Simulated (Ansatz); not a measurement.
Working through a rigid torsion scan of BCl2H2N, SMILES NB(Cl)Cl

Computed with Ansatz's Python interface.

Interactive session:
```pycon
>>> import ansatz
>>> from ase import Atoms
>>> atoms = Atoms(["N", "B", "Cl", "Cl", "H", "H"], positions=[
...     (0.5723, 0.7623, 0.1505),
...     (-0.3725, -0.3414, -0.3176),
...     (-2.1788, -0.022, -0.7051),
...     (0.3951, -2.0269, -0.5333),
...     (1.4772, 0.41, 0.3049),
...     (0.1489, 1.1541, 1.0544),
... ])
>>> # relax first, so that the scan starts from a minimum
>>> first = (
...     ansatz.Crystal.molecule_from_ase(atoms).calculation()
...     .basis(gaussian="6-31G*")
...     .functional("cam_b3lyp")
...     .scf(lower_state_search="light")
...     .relax(force_tolerance=0.02, max_steps=80)
... )
>>> atoms.positions = first.run(threads=1, pin="off").report["positions_ang"]
>>> start = atoms.get_dihedral(4, 0, 1, 2)
>>> energies = {}
>>> for turn in range(0, 360, 30):
...     turned = atoms.copy()
...     turned.set_dihedral(4, 0, 1, 2, start + turn, indices=[1, 2, 3])
...     base = (
...         ansatz.Crystal.molecule_from_ase(turned).calculation()
...         .basis(gaussian="6-31G*")
...         .functional("cam_b3lyp")
...         .scf(lower_state_search="light")
...     )
...     energies[round((start + turn) % 360)] = base.run(threads=1, pin="off").report["free_energy_ev"]
...
>>> floor = min(energies.values())
>>> print("dihedral H4-N0-B1-Cl2 (deg)   E - E(min) (kJ/mol)")
dihedral H4-N0-B1-Cl2 (deg)   E - E(min) (kJ/mol)
>>> for angle, e in sorted(energies.items()):
...     print(f"{angle:8d} {96.485332 * (e - floor):14.3f}  " + "#" * int(30 * (e - floor) / max(max(energies.values()) - floor, 1e-9)))
...
       0          0.000
      30         22.984  ######
      60         76.842  ####################
      90        110.510  ##############################
     120         76.836  ####################
     150         22.979  ######
     180          0.000
     210         22.984  ######
     240         76.842  ####################
     270        110.510  #############################
     300         76.836  ####################
     330         22.979  ######
```

Reading the output:
- These settings explore the input space; basis and method may be short of convergence.
- The scan is rigid and the energies are electronic, in a modest basis. With rigid groups the curve can differ much from the relaxed path, the start wasn't checked as a minimum of this torsion, and equivalent turns needn't return to the same energy.
- Finished in 52 s on 1 thread of Arm Neoverse V1, on a shared host, peak memory 0.2 GiB.
